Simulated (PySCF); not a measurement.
# PbSBr₂: relaxation and vibrations of the singlet

Where does singlet PbSBr₂ go from a T-shaped (ligand arrangement 2) start, is the end point a minimum, and what are its modes, charges and moments?

Program: PySCF 2.14.0. Level of theory: B3LYP, basis Pb def2-SVP with ECP60, S def2-SVP, Br def2-SVP, scalar-relativistic core potentials, no spin–orbit coupling, density fitting. These are calculated values, not measurements.

### 1 Starting geometry

4 atoms, charge 0, spin multiplicity 1.

Bond lengths: Pb1–S2 2.290 Å, Pb1–Br3 2.580 Å, Pb1–Br4 2.580 Å. Angles: S2–Pb1–Br3 88.0°, S2–Pb1–Br4 88.0°, Br3–Pb1–Br4 176.0°.

```xyz
4
charge 0 multiplicity 1
Pb    0.0000    0.0000   -0.2198
S     0.0000    0.0000    2.0702
Br    2.5784    0.0000   -0.1298
Br   -2.5784    0.0000   -0.1298
```

### 2 Relaxing the singlet from the T-shaped (ligand arrangement 2) start

One driver script runs all steps and calls PySCF; scf.py shows how it sets up the SCF of each step. The optimiser is the driver's own. Before each start the driver seeks the lowest SCF state from one or more starting densities and follows internal instabilities, so scf.py alone need not reach the same state.

The program finds C2v symmetry in the start, which this walk keeps. Threshold on the gradient: 0.0003 Eh/bohr, with a further test on the energy change.

scf.py

```python
from pyscf import gto, scf, dft
mol = gto.M(atom='''
Pb     0.000000     0.000000    -0.219770
S      0.000000     0.000000     2.070230
Br     2.578400    -0.000000    -0.129770
Br    -2.578400     0.000000    -0.129770''',
    basis={'Pb': 'def2-SVP', 'S': 'def2-SVP', 'Br': 'def2-SVP'},
    ecp={'Pb': 'def2-SVP'},
    charge=0, spin=0)
mf = dft.RKS(mol, xc='B3LYP')
mf.grids.atom_grid = (50, 194)
aux = {'Pb': 'def2-universal-JKFIT', 'S': 'def2-universal-JKFIT', 'Br': 'def2-universal-JKFIT'}
mf = mf.density_fit(auxbasis=aux)
mf.kernel()
```

Steps of the walk:

```
step   energy (Eh)  change (kJ/mol)  largest symmetric gradient (Eh/bohr)
   0  -5738.733979             0.00                               0.04117
   1  -5738.762250           -74.23                               0.02209
   2  -5738.785553          -135.41                               0.01373
   3  -5738.797969          -168.00                               0.01933
   4  -5738.805586          -188.00                               0.02137
   5  -5738.813456          -208.67                               0.01798
   6  -5738.821813          -230.61                               0.01200
   7  -5738.824772          -238.38                               0.00316
   8  -5738.825100          -239.24                               0.00071
   9  -5738.825096          -239.23                               0.00038
  10  -5738.825088          -239.21                               0.00002
```

The walk took 34 s on 4 threads, shared host.

After 10 steps and 239.2 kJ/mol it ends at C2v: Pb–Br 2.607 Å (×2), Pb–S 2.334 Å; Br–Pb–Br 102.2°, Br–Pb–S 128.9° (×2).

### 3 Is it a minimum? Harmonic modes

The point is checked on the finer grid, and tightened if its gradient asks for it. The Hessian and the dipole derivatives come from central differences of analytic gradients, with steps of 0.01 bohr.

Edit scf.py of step 2 so:

```diff
@@ -3,4 +3,4 @@
-Pb     0.000000     0.000000    -0.219770
-S      0.000000     0.000000     2.070230
-Br     2.578400    -0.000000    -0.129770
-Br    -2.578400     0.000000    -0.129770''',
+Pb     0.000000    -0.000000     0.456190
+S     -0.000000    -0.000000     2.790418
+Br     2.037508    -0.000000    -1.169339
+Br    -2.037508     0.000000    -1.169339''',
@@ -11 +11 @@
-mf.grids.atom_grid = (50, 194)
+mf.grids.atom_grid = (75, 302)
```

The driver hands on the density of the step before, so the log starts near convergence.

SCF at the final geometry:

```text
init E= -5738.82520173361
  HOMO = -0.265286999463878  LUMO = -0.173674432261862  gap/eV = 2.49290
cycle= 1 E= -5738.82520172164  delta_E= 1.2e-08  |g|= 0.00018  |ddm|= 0.000397
  HOMO = -0.265210913909445  LUMO = -0.173660768314733  gap/eV = 2.49121
cycle= 2 E= -5738.82520162998  delta_E= 9.17e-08  |g|= 0.0005  |ddm|= 0.0011
  HOMO = -0.265265555522458  LUMO = -0.173669645928605  gap/eV = 2.49245
cycle= 3 E= -5738.82520173544  delta_E= -1.05e-07  |g|= 8.84e-06  |ddm|= 0.000802
  HOMO = -0.265266260431809  LUMO = -0.173670229531929  gap/eV = 2.49245
cycle= 4 E= -5738.82520173546  delta_E= -2.91e-11  |g|= 2.03e-06  |ddm|= 1.44e-05
  HOMO = -0.26526632956547  LUMO = -0.173670249873766  gap/eV = 2.49246
Extra cycle  E= -5738.82520173545  delta_E= 1.09e-11  |g|= 3.04e-06  |ddm|= 6.78e-06
converged SCF energy = -5738.82520173545
```

The whole step took 47 s.

Geometry: C2v; Pb–Br 2.606 Å (×2), Pb–S 2.334 Å; Br–Pb–Br 102.8°, Br–Pb–S 128.6° (×2).

Modes, for the most abundant isotopes:

```csv
symmetry,ω (cm⁻¹),IR (km/mol),μ (u)
b1,64,3.7,56.89
a1,66,1.1,84.55
b2,72,7.1,40.31
a1,204,10.1,79.93
b2,214,33.8,98.04
a1,389,12.3,36.99
```

Every mode is real; the point is a minimum.

Constants and moments:

- Dipole moment: 0.54 D
- Highest occupied level: -7.22 eV
- Lowest empty level: -4.73 eV
- Rotational constants: 0.03318, 0.02573, 0.01449 cm⁻¹
- Zero-point energy: 6.0 kJ/mol
- Principal polarisabilities: 47.0, 110.4, 132.2 bohr³
- Atomisation energy without zero-point energy: 724 kJ/mol
- Principal traceless quadrupole moments about the centre of mass: -4.67, -1.22, 5.90 D Å
- Entropy at 298.15 K and 1 bar: 383.0 J/(mol K)
- Heat capacity Cp at 298.15 K: 79.5 J/(mol K)
- Enthalpy at 298.15 K above 0 K: 19.92 kJ/mol
- Rotational symmetry number: 2

Populations by atom (charges in e):

| atom | Mulliken | Löwdin | polar tensor | Mayer order to Pb1 |
| --- | --- | --- | --- | --- |
| Pb1 | 0.67 | 0.21 | 1.30 | – |
| S2 | -0.24 | -0.09 | -0.36 | 1.60 |
| Br3,4 | -0.21 | -0.06 | -0.47 | 0.91 |

Outer orbital energies (eV). occupied: -9.99, -9.76, -9.00, -8.57, -8.55, -8.37, -7.48, -7.22; empty: -4.73, -3.05, -0.71, 0.96.

Mulliken populations on Pb1 (outside its core potential): s 3.56, p 7.57, d 10.20.

### 4 Summary of results

```
                                 quantity                                                                   value
                                  minimum                                                            singlet, C2v
                                 geometry  Pb–Br 2.606 Å (×2), Pb–S 2.334 Å; Br–Pb–Br 102.8°, Br–Pb–S 128.6° (×2)
                       wavenumbers (cm⁻¹)                 64 (b1), 66 (a1), 72 (b2), 204 (a1), 214 (b2), 389 (a1)
                            dipole moment                                                                  0.54 D
     highest occupied, lowest empty level                                                         -7.22, -4.73 eV
               polar-tensor charge of Pb1                                                                 +1.30 e
                        zero-point energy                                                              6.0 kJ/mol
                      entropy at 298.15 K                                                         383.0 J/(mol K)
atomisation energy (no zero-point energy)                                                              724 kJ/mol
```

What this shows: The T-shaped (ligand arrangement 2) start keeps its C2v symmetry and ends in a minimum. The strongest infrared band lies at 214 cm⁻¹ (b2, stretch). Only this shape and spin were tried, so other structures or states may lie lower. The soft modes, below some 90 cm⁻¹, carry numerical noise of tens of cm⁻¹, and the entropy with them. With an element this heavy the missing spin–orbit coupling can shift these numbers.

The search up to here took 83 s.
